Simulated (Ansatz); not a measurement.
# TaOF3: how energies converge with the basis set

The task here is to estimate one member of a computed series from the others.

Computed with Ansatz 0.2.0, Gaussian basis. Level: one geometry, several basis sets.

Levels to be run: PBE0-D4/def2-SVP; ωB97M-V/def2-SVP; PBE0-D4/def2-QZVPP; ωB97M-V/def2-QZVPP; the functionals' def2-TZVPP values are taken from earlier runs.

**The relaxed structure**

An earlier PBE0-D4 in a triple-zeta def2 set relaxation fixed the geometry. Ta takes the def2 core potential; no spin-orbit term is included.

SMILES `[O]=[Ta]([F])([F])[F]`, 5 atoms, charge 0, spin multiplicity 1.

Atoms are counted from 1 here; the program's logs count them from 0.

Bond lengths: O1–Ta2 1.706 Å, Ta2–F3 1.867 Å, Ta2–F4 1.867 Å, Ta2–F5 1.867 Å. Angles: O1–Ta2–F3 107.7°, O1–Ta2–F4 107.7°, O1–Ta2–F5 107.7°, F3–Ta2–F4 111.2°, F3–Ta2–F5 111.2°, F4–Ta2–F5 111.2°.

The first run:

in.yaml reads:

```yaml
crystal:
  periodic: [false, false, false]
  atoms:
    - {symbol: O, position_ang: [-0.720865, -0.081524, 1.531237]}
    - {symbol: Ta, position_ang: [0.010402, -0.014735, -0.009069]}
    - {symbol: F, position_ang: [1.538023, -1.086757, 0.041152]}
    - {symbol: F, position_ang: [-1.225120, -0.658137, -1.251983]}
    - {symbol: F, position_ang: [0.447461, 1.767454, -0.352738]}
basis:
  gaussian: {orbitals: def2-SVP}
hamiltonian: {xc: pbe0, dispersion: d4}
output: {orbitals: {seedname: orbitals}}
```

The run is started by

```bash
ansatz run in.yaml --threads 4 --pin off --events-out ev --progress --plain --max-ram 10444MiB
```

Steps of the session up to this table: PBE0-D4 in def2-SVP; ωB97M-V in def2-SVP; PBE0-D4 in def2-QZVPP; ωB97M-V in def2-QZVPP.

One of the session's tables, all rows but one given; the rest of the session is left out.

It belongs to the step «Functionals by basis». 

| functional | basis | HOMO (eV) | LUMO (eV) |
| --- | --- | --- | --- |
| PBE0-D4 | def2-SVP | -10.31 | -1.62 |
| PBE0-D4 | def2-TZVPP | -10.28 | -1.55 |
| PBE0-D4 | def2-QZVPP | -10.29 | -1.56 |
| ωB97M-V | def2-SVP | ? | ? |
| ωB97M-V | def2-TZVPP | -12.67 | 0.35 |
| ωB97M-V | def2-QZVPP | -12.69 | 0.07 |

**Question.** Estimate the row for ωB97M-V, def2-SVP.

As computed: HOMO (eV): -12.69; LUMO (eV): 0.45.
